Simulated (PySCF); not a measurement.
**MoO2Cl2: relaxation and vibrations of the singlet**

Where does singlet MoO2Cl2 go from a square planar (ligand arrangement 2) start, is the end point a minimum, and what are its modes, charges and moments?

Method: PBE0, basis Mo def2-TZVP with ECP28, O def2-TZVP, Cl def2-TZVP, scalar-relativistic core potentials, no spin–orbit coupling, density fitting; program: PySCF 2.14.0.

**1. The starting structure**

5 atoms, charge 0, spin multiplicity 1.

Bond lengths: Mo1–O2 1.780 Å, Mo1–O3 1.780 Å, Mo1–Cl4 2.370 Å, Mo1–Cl5 2.370 Å. Angles: O2–Mo1–O3 180.0°, O2–Mo1–Cl4 90.0°, O2–Mo1–Cl5 90.0°, O3–Mo1–Cl4 90.0°, O3–Mo1–Cl5 90.0°, Cl4–Mo1–Cl5 180.0°.

```xyz
5
charge 0 multiplicity 1
Mo    0.0000    0.0000    0.0000
O     0.0000    1.7800    0.0000
O     0.0000   -1.7800    0.0000
Cl    2.3700    0.0000    0.0000
Cl   -2.3700    0.0000    0.0000
```

**2. The SCF at the typed geometry**

One driver script runs all steps and calls PySCF; scf.py shows how it sets up the SCF of each step. The optimiser is the driver's own. After this first run the driver tries any further starts and a stability analysis.

scf.py

```python
from pyscf import gto, scf, dft
mol = gto.M(atom='''
Mo     0.000000     0.000000     0.000000
O      0.000000     1.780000     0.000000
O     -0.000000    -1.780000     0.000000
Cl     2.370000     0.000000     0.000000
Cl    -2.370000     0.000000     0.000000''',
    basis={'Mo': 'def2-TZVP', 'O': 'def2-TZVP', 'Cl': 'def2-TZVP'},
    ecp={'Mo': 'def2-TZVP'},
    charge=0, spin=0)
mf = dft.RKS(mol, xc='PBE0')
mf.grids.atom_grid = (50, 194)
aux = {'Mo': 'def2-universal-JKFIT', 'O': 'def2-universal-JKFIT', 'Cl': 'def2-universal-JKFIT'}
mf = mf.density_fit(auxbasis=aux)
mf.conv_tol = 1e-08
mf.diis_space = 10
mf.max_cycle = 60
mf.init_guess = 'minao'
mf.verbose = 4
mf.kernel()
```

Command:

```console
$ OMP_NUM_THREADS=4 python axn.py task.json out
```

After this run come: Relaxation: square planar (ligand arrangement 2) start, singlet; Hessian and properties; Downhill along the imaginary mode; Frequencies.

What does the calculation give? Wanted: minimum; geometry; wavenumbers; dipole moment; highest occupied, lowest empty level; polar-tensor charge of Mo1; zero-point energy; atomisation energy.

**Answer**, as computed:

| quantity | value |
| --- | --- |
| minimum | singlet, C2v |
| geometry | Mo–Cl 2.243 Å (×2), Mo–O 1.663 Å (×2); Cl–Mo–Cl 111.8°, Cl–Mo–O 109.5° (×4), O–Mo–O 106.7° |
| wavenumbers (cm⁻¹) | 120 (a1), 182 (b2), 215 (a2), 246 (b1), 354 (a1), 450 (a1), 465 (b1), 1049 (b2), 1083 (a1) |
| dipole moment | 1.23 D |
| highest occupied, lowest empty level | -9.97, -3.81 eV |
| polar-tensor charge of Mo1 | +2.19 e |
| zero-point energy | 24.9 kJ/mol |
| entropy at 298.15 K | 337.8 J/(mol K) |
| atomisation energy (no zero-point energy) | 1943 kJ/mol |

What this shows: The square planar (ligand arrangement 2) start (D2h) ends in a minimum of C2v symmetry, after a stop at a higher-order saddle point 552.7 kJ/mol higher, from which it was pushed off along an imaginary mode. The strongest infrared band lies at 1049 cm⁻¹ (b2, stretch). Other starts or spin states, not run here, may lie lower.
